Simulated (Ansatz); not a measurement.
This script drives Ansatz 0.2.0 through its Python package.

The script, `run_eos_lapw.py`:
```python
import ansatz as az
from ase.eos import EquationOfState
from ase.units import GPa
import numpy as np

VECTORS = np.array([
    [0.0, 2.1085, 2.1085],
    [2.1085, 0.0, 2.1085],
    [2.1085, 2.1085, 0.0],
])
SITES = [
    ("Mg", (0.0, 0.0, 0.0)),
    ("O", (0.5, 0.5, 0.5)),
]


def make_crystal(cell):
    crystal = az.Crystal(lattice=az.Lattice.of(cell))
    for symbol, position in SITES:
        crystal = crystal.atom(symbol, position)
    return crystal

volumes, energies = [], []
for scale in np.linspace(0.92, 1.08, 5):
    cell = VECTORS * scale ** (1 / 3)
    calc = (
        make_crystal(cell).calculation()
        .scf(max_iterations=60)
        .functional("PBE")
        .occupations("Fixed")
        .kpoints(8, 8, 8)
        .pseudopotentials("all_electron", lapw=True)
    )
    data = calc.run(threads=1).report
    volumes.append(abs(np.linalg.det(cell)) / len(SITES))
    energies.append(data["free_energy_ev"] / len(SITES))
    print(f"{scale:.3f} {volumes[-1]:9.4f} A^3/atom {energies[-1]:16.5f} eV/atom  (estimated basis error {1000 * data['lapw_basis_errors']['total_ev_per_atom']:.2f} meV/atom)")
v0, e0, bulk = EquationOfState(volumes, energies, eos="birchmurnaghan").fit()
print(f"V0 = {v0:.4f} A^3/atom, B0 = {bulk / GPa:.1f} GPa")
```

It is started by `python run_eos_lapw.py`. Estimate its wall time and peak memory on 1 thread of Arm Neoverse V1, on a shared host.

It took about 21 s, with a peak of 0.35 GiB, for 5 runs of the engine.

```console
$ python run_eos_lapw.py
0.920    8.6240 A^3/atom      -3751.27393 eV/atom  (estimated basis error 0.10 meV/atom)
0.960    8.9990 A^3/atom      -3751.31100 eV/atom  (estimated basis error 0.10 meV/atom)
1.000    9.3739 A^3/atom      -3751.32904 eV/atom  (estimated basis error 0.10 meV/atom)
1.040    9.7489 A^3/atom      -3751.33150 eV/atom  (estimated basis error 0.10 meV/atom)
1.080   10.1238 A^3/atom      -3751.32121 eV/atom  (estimated basis error 0.11 meV/atom)
V0 = 9.6252 A^3/atom, B0 = 149.0 GPa
```

A third-order Birch-Murnaghan fit through the 5 points has its minimum at 9.63 Å³ an atom, 2.7 % above the typed cell, with a bulk modulus of 149 GPa and dB/dP = 4.1. From that minimum the energy rises by 58.3 meV an atom on the compressed side and 11.0 meV on the expanded side.

What to keep in mind:
- These settings explore the input space; cutoff and mesh may be short of convergence.
- Of the deposited cell: the entry's cell lengths or inner coordinates differ somewhat from later room-temperature determinations.
- The structure is a deposited one; some such entries were measured under pressure or heat, so a shift against it needn't be the functional's error alone.
